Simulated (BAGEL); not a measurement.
# RI-MP2/6-31G(d) (density fitting with qzvpp-jkfit, spherical functions) run of CH5ClGa− (SMILES [CH3][GaH2-][Cl])

What is the energy change on altering one bond length of CH5ClGa− at RI-MP2/6-31G* (density fitting with qzvpp-jkfit, spherical functions)? 

The calculation is run with BAGEL 1.2.2.

2 further runs of the same task are left out: 1 that didn't finish, 1 set aside as unsound or not needed.

### 1 The system as given

The species is CH5ClGa− (8 atoms), meant as a singlet with charge -1. SMILES: `[CH3][GaH2-][Cl]`. Geometry: a GFN2-xTB relaxation, a rough one for these elements and not checked as a minimum.

Bond lengths: C1–Ga2 2.031 Å, Ga2–Cl3 2.138 Å, C1–H4 1.099 Å, C1–H5 1.099 Å, C1–H6 1.097 Å, Ga2–H7 1.568 Å, Ga2–H8 1.568 Å. Some angles: C1–Ga2–Cl3 108.5°, C1–Ga2–H7 113.7°, C1–Ga2–H8 113.8°, Cl3–Ga2–H7 106.1°, Cl3–Ga2–H8 106.4°, Ga2–C1–H4 112.1°, Ga2–C1–H5 111.9°, Ga2–C1–H6 113.8°, H7–Ga2–H8 107.8°, H4–C1–H5 105.9°.

### 2 A single-point energy at RI-MP2/6-31G(d) (density fitting with qzvpp-jkfit, spherical functions)

Contents of input.json:

```json
{ "bagel" : [

{
  "title" : "molecule",
  "basis" : "6-31gs.json",
  "df_basis" : "qzvpp-jkfit",
  "angstrom" : true,
  "geometry" : [
    { "atom" : "C", "xyz" : [   -0.637960,    0.871650,   -0.225700 ] },
    { "atom" : "Ga", "xyz" : [    0.489700,   -0.796190,    0.045540 ] },
    { "atom" : "Cl", "xyz" : [    1.480190,   -0.644310,    1.934430 ] },
    { "atom" : "H", "xyz" : [   -0.034200,    1.789090,   -0.191470 ] },
    { "atom" : "H", "xyz" : [   -1.400830,    0.983110,    0.557500 ] },
    { "atom" : "H", "xyz" : [   -1.175300,    0.892880,   -1.182260 ] },
    { "atom" : "H", "xyz" : [    1.621290,   -0.972240,   -1.025270 ] },
    { "atom" : "H", "xyz" : [   -0.342890,   -2.123990,    0.087220 ] }
  ]
},
{
  "title" : "hf",
  "charge" : -1
},
{
  "title" : "mp2",
  "charge" : -1,
  "ncore" : 15
}

]}
```

The basis set 6-31G* is read from a file made from the Basis Set Exchange's data (not shown).

The run is started by

```sh
BAGEL_NUM_THREADS=1 BAGEL input.json > input.out
```

Log:

```text
* using 1 threads per process

  ===============================================================
  ===============================================================

  *** Geometry ***

  { "atom" : "C", "xyz" : [     -1.205570,      1.647180,     -0.426511 ] },
  { "atom" : "Ga", "xyz" : [      0.925399,     -1.504581,      0.086058 ] },
  { "atom" : "Cl", "xyz" : [      2.797154,     -1.217569,      3.655543 ] },
  { "atom" : "H", "xyz" : [     -0.064629,      3.380890,     -0.361826 ] },
  { "atom" : "H", "xyz" : [     -2.647185,      1.857809,      1.053522 ] },
  { "atom" : "H", "xyz" : [     -2.220995,      1.687299,     -2.234148 ] },
  { "atom" : "H", "xyz" : [      3.063794,     -1.837267,     -1.937480 ] },
  { "atom" : "H", "xyz" : [     -0.647968,     -4.013759,      0.164822 ] },

  Number of auxiliary basis functions:      559

  Since a DF basis is specified, we compute 2- and 3-index integrals:
    o Being stored without compression. Storage requirement is 0.024 GB

  Number of basis functions:       74
  Number of electrons      :       59

    * METHOD: MOLECULE                             1.01

  *** RHF ***

  === Nuclear Repulsion ===
   260.1902315708

      * DIIS with orbital gradients will be used.

  === RHF iteration (6-31gs.json) ===
      0      -2423.19311230          0.01286261           0.20
      1      -2423.27397638          0.00579197           0.22
      2      -2423.28928070          0.00129579           0.18
      3      -2423.29010123          0.00047996           0.28
      4      -2423.29019633          0.00005289           0.21
      5      -2423.29019921          0.00001725           0.17
      6      -2423.29019954          0.00000579           0.23
      7      -2423.29019958          0.00000105           0.25
      8      -2423.29019959          0.00000036           0.21
      9      -2423.29019959          0.00000014           0.20
     10      -2423.29019959          0.00000005           0.18
     11      -2423.29019959          0.00000001           0.17
     12      -2423.29019959          0.00000000           0.17
    * SCF iteration converged.

    * Permanent dipole moment:
           (    0.352938,    -0.451823,     0.142316) a.u.

    * METHOD: HF                                   3.42

  *** RHF ***

  === Nuclear Repulsion ===
   260.1902315708

      * DIIS with orbital gradients will be used.

  === RHF iteration (6-31gs.json) ===
      0      -2423.29019959          0.00000000           0.15
    * SCF iteration converged.

    * Permanent dipole moment:
           (    0.352938,    -0.451824,     0.142316) a.u.

  === DF-MP2 calculation ===

    * freezing 15 orbitals
    * 3-index integral transformation done
    * assembly done

      MP2 correlation energy:   -0.5109371318      0.09

      MP2 total energy:       -2423.8011367183

    * METHOD: MP2                                  0.48

  ===============================================================
```

It took 5.7 s on 1 thread of Intel Xeon at 2.50GHz (Skylake/Cascade Lake), shared host.

### 3 The distorted shape at the same level

Contents of input.json:

```json
{ "bagel" : [

{
  "title" : "molecule",
  "basis" : "6-31gs.json",
  "df_basis" : "qzvpp-jkfit",
  "angstrom" : true,
  "geometry" : [
    { "atom" : "C", "xyz" : [   -0.557340,    0.868465,   -0.082181 ] },
    { "atom" : "Ga", "xyz" : [    0.570320,   -0.799375,    0.189059 ] },
    { "atom" : "Cl", "xyz" : [    1.560810,   -0.647495,    2.077949 ] },
    { "atom" : "H", "xyz" : [    0.046420,    1.785905,   -0.047951 ] },
    { "atom" : "H", "xyz" : [   -1.320210,    0.979925,    0.701019 ] },
    { "atom" : "H", "xyz" : [   -1.175300,    0.892880,   -1.182260 ] },
    { "atom" : "H", "xyz" : [    1.701910,   -0.975425,   -0.881751 ] },
    { "atom" : "H", "xyz" : [   -0.262270,   -2.127175,    0.230739 ] }
  ]
},
{
  "title" : "hf",
  "charge" : -1
},
{
  "title" : "mp2",
  "charge" : -1,
  "ncore" : 15
}

]}
```

The basis set 6-31G* is read from a file made from the Basis Set Exchange's data (not shown).

The run is started by

```sh
BAGEL_NUM_THREADS=1 BAGEL input.json > input.out
```

Log:

```text
* using 1 threads per process

  ===============================================================
  ===============================================================

  *** Geometry ***

  { "atom" : "C", "xyz" : [     -1.053220,      1.641161,     -0.155300 ] },
  { "atom" : "Ga", "xyz" : [      1.077749,     -1.510600,      0.357270 ] },
  { "atom" : "Cl", "xyz" : [      2.949503,     -1.223588,      3.926755 ] },
  { "atom" : "H", "xyz" : [      0.087721,      3.374871,     -0.090614 ] },
  { "atom" : "H", "xyz" : [     -2.494835,      1.851790,      1.324734 ] },
  { "atom" : "H", "xyz" : [     -2.220995,      1.687299,     -2.234148 ] },
  { "atom" : "H", "xyz" : [      3.216144,     -1.843286,     -1.666268 ] },
  { "atom" : "H", "xyz" : [     -0.495618,     -4.019778,      0.436034 ] },

  Number of auxiliary basis functions:      559

  Since a DF basis is specified, we compute 2- and 3-index integrals:
    o Being stored without compression. Storage requirement is 0.024 GB

  Number of basis functions:       74
  Number of electrons      :       59

    * METHOD: MOLECULE                             0.88

  *** RHF ***

  === Nuclear Repulsion ===
   259.4279676150

      * DIIS with orbital gradients will be used.

  === RHF iteration (6-31gs.json) ===
      0      -2423.18333713          0.01257888           0.18
      1      -2423.26095261          0.00568241           0.17
      2      -2423.27588961          0.00130943           0.18
      3      -2423.27674480          0.00045966           0.19
      4      -2423.27683497          0.00005446           0.21
      5      -2423.27683800          0.00001894           0.17
      6      -2423.27683838          0.00000617           0.24
      7      -2423.27683843          0.00000115           0.21
      8      -2423.27683844          0.00000049           0.21
      9      -2423.27683844          0.00000017           0.19
     10      -2423.27683844          0.00000006           0.21
     11      -2423.27683844          0.00000002           0.19
     12      -2423.27683844          0.00000001           0.25
    * SCF iteration converged.

    * Permanent dipole moment:
           (    0.284884,    -0.437577,     0.033660) a.u.

    * METHOD: HF                                   3.29

  *** RHF ***

  === Nuclear Repulsion ===
   259.4279676150

      * DIIS with orbital gradients will be used.

  === RHF iteration (6-31gs.json) ===
      0      -2423.27683844          0.00000000           0.21
    * SCF iteration converged.

    * Permanent dipole moment:
           (    0.284884,    -0.437577,     0.033660) a.u.

  === DF-MP2 calculation ===

    * freezing 15 orbitals
    * 3-index integral transformation done
    * assembly done

      MP2 correlation energy:   -0.5121403181      0.07

      MP2 total energy:       -2423.7889787544

    * METHOD: MP2                                  0.52

  ===============================================================
```

It took 5.4 s on 1 thread of Intel Xeon at 2.50GHz (Skylake/Cascade Lake), shared host.

### 4 Outcome

At RI-MP2/6-31G* (density fitting with qzvpp-jkfit, spherical functions), 15 core orbitals frozen:

```
                                                         quantity           value
                                        first shape: total energy  -2423.80114 Eh
        first shape: correlation energy (15 core orbitals frozen)      -510.9 mEh
                                    distorted shape: total energy  -2423.78898 Eh
    distorted shape: correlation energy (15 core orbitals frozen)      -512.1 mEh
energy change with the C1–H6 bond stretched from 1.097 to 1.262 Å        0.331 eV
```

**Reading.** With the C1–H6 bond stretched from 1.097 to 1.262 Å the energy rises by 0.33 eV (31.9 kJ/mol). The first shape isn't relaxed at this level, so the change isn't measured from a minimum.
